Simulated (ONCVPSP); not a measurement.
# Os: generating and testing an ONCV potential

Aim: build the potential from the settings below, then test how well it stands in for the atom: other configurations, scattering, ghost states and the plane-wave cutoff that it needs.

Program: ONCVPSP 4.0.1. Reference atom: PBE, scalar-relativistic, spherical and spin-unpolarised. All values are calculated.

**1. The atom and the settings**

The settings as typed:

```json
{
 "element": "osmium (Os, Z = 76)",
 "type": "optimised norm-conserving Vanderbilt (ONCV)",
 "frozen core": "[Kr] 4d10 4f14",
 "valence charge": "16",
 "reference configuration": "5s2 5p6 5d6 6s1.5 6p0.5",
 "partial waves": "5s+6s: rc 1.85 bohr, ncon 4, nbas 8, qcut 6.5 1/bohr, 2 projectors; 5p+6p: rc 1.60 bohr, ncon 3, nbas 6, qcut 8 1/bohr, 2 projectors; 5d: rc 1.80 bohr, ncon 5, nbas 10, qcut 4.4 1/bohr, 2 projectors, debl 1.2 Ha",
 "local potential": "polynomial inside 1.55 bohr (lpopt 3, dvloc0 0 Ha)",
 "core correction": "not asked for"
}
```

**2. Generating the potential**

File Os.dat:

```
# ATOM AND REFERENCE CONFIGURATION
# atsym  z   nc   nv     iexc    psfile
  Os 76.00   10    5        4      upf
#
#   n    l    f
    1    0    2.00
    2    0    2.00
    2    1    6.00
    3    0    2.00
    3    1    6.00
    3    2   10.00
    4    0    2.00
    4    1    6.00
    4    2   10.00
    4    3   14.00
    5    0    2.00
    5    1    6.00
    5    2    6.00
    6    0    1.50
    6    1    0.50
#
# PSEUDOPOTENTIAL AND OPTIMIZATION
# lmax
    2
#
#   l,   rc,      ep,       ncon, nbas, qcut
    0    1.85    0.00    4    8    6.50
    1    1.60    0.00    3    6    8.00
    2    1.80    0.00    5   10    4.40
#
# LOCAL POTENTIAL
# lloc, lpopt,  rc(5),   dvloc0
    4    3    1.55    0.00
#
# VANDERBILT-KLEINMAN-BYLANDER PROJECTORs
# l, nproj, debl
    0    2    0.80
    1    2    1.80
    2    2    1.20
#
# MODEL CORE CHARGE
# icmod, fcfact, rcfact
    0    0.00    0.00
#
# LOG DERIVATIVE ANALYSIS
# epsh1, epsh2, depsh
   -5.00    5.00    0.04
#
# OUTPUT GRID
# rlmax, drl
    6.00    0.01
#
# TEST CONFIGURATIONS
# ncnf
    4
# nvcnf
#   n    l    f
    5
    5    0    2.00
    5    1    6.00
    5    2    6.00
    6    0    2.00
    6    1    0.00
#
    5
    5    0    2.00
    5    1    6.00
    5    2    6.00
    6    0    1.00
    6    1    0.00
#
    5
    5    0    2.00
    5    1    6.00
    5    2    6.00
    6    0    0.00
    6    1    0.00
#
    5
    5    0    2.00
    5    1    6.00
    5    2    4.00
    6    0    0.00
    6    1    0.00
#
```

Started as:

```sh
$ oncvpsp.x < Os.dat > Os.out
```

Q: Predict the outcome of this session. Wanted: cutoffs for 1 and 0.1 mHa per electron, occupied waves; bound ghosts; GHOST(+) flags; largest test error; largest phase difference near zero energy, channels read.

The runs gave:

| quantity | value |
| --- | --- |
| cutoffs for 1 and 0.1 mHa per electron, occupied waves | 86 Ha and 114 Ha |
| bound ghosts | s at -233.73 eV |
| GHOST(+) flags | d at 23 eV, d at 1389 eV |
| largest test error (AE − PS) | -11 meV, for 5s2 5p6 5d6 6s0 6p0 (1 test unsolved) |
| largest phase difference near zero energy, channels read | 0.011 rad |

A bound ghost (s) makes it unfit for use: electrons can fall into a state that the atom doesn't have. The worst unpolarised test, 5s2 5p6 5d6 6s0 6p0, is off by 11 meV on 24.0 eV; by total energies transferability rates as good where solved. Atomic tests can pass in spite of a ghost, since they solve only for the levels asked. Of the tests 1 gave no usable energy difference, which is a warning in itself. By its cutoff, 86 Ha for the looser tolerance, it is very hard. At the looser tolerance the 5d wave is the slowest; 5p needs 21 Ha. Near zero energy the phases of the channels with partial waves agree within 0.011 rad. The program also flags highly localised states, GHOST(+) (d). Note that the frozen 4f shell (-53 eV) lies higher than the valence 5s shell (-92 eV). These are tests on the free atom; a crystal test is still owed.
